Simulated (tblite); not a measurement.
# C6H9BCl2O: the cost of one run

Computed with tblite 0.8.0 and PySCF 2.14.0, with density-fitted response routines of our own, on a single molecule in the gas phase. Atoms count from 0, in the outputs and in this text.

## (1) The starting structure

19 atoms, charge 0, multiplicity 1; geometry from: force field or distance geometry start.

Bonds of the start (Å): C0–C1 1.50, C1–C2 1.49, C2–O3 1.26, C2–C4 1.50, C4–C5 1.47, C5–C6 1.33, C6–B7 1.59, B7–Cl8 1.85, B7–Cl9 1.87, C0–H10 1.12, C0–H11 1.12, C0–H12 1.11, C1–H13 1.10, C1–H14 1.14, C4–H15 1.14, C4–H16 1.09, C5–H17 1.10, C6–H18 1.10.

## (2) Optimising the geometry with GFN2-xTB

Job settings and geometry (Å):

```
{"job": {"kind": "relax", "xc": "GFN2-xTB", "basis": "xTB"}, "charge": 0, "multiplicity": 1}
C     -3.012100    -0.493300    -0.967200
C     -1.764100    -0.731200    -0.172500
C     -1.081600     0.546000     0.183000
O     -1.588400     1.611800    -0.249500
C      0.163800     0.556300     1.022000
C      1.298900    -0.020400     0.281900
C      2.386700     0.702600     0.026100
B      3.628100     0.088900    -0.751800
Cl     5.213100     0.996500    -0.480600
Cl     3.762300    -1.775400    -0.760100
H     -2.827800     0.382200    -1.633200
H     -3.877500    -0.215600    -0.319700
H     -3.187800    -1.417000    -1.549800
H     -1.997100    -1.382200     0.689400
H     -1.104500    -1.336300    -0.874000
H      0.344400     1.668200     1.202000
H     -0.003000     0.155400     2.027200
H      1.228400    -1.073400    -0.039000
H      2.408600     1.746000     0.373700
```

Started as:

```sh
OMP_NUM_THREADS=1 python probes_run.py task.json out
```

This one command runs all jobs of the session in turn.

**Question.** How long does this first job take on 1 thread of Arm Neoverse N1, shared host?

About 1.7 s.
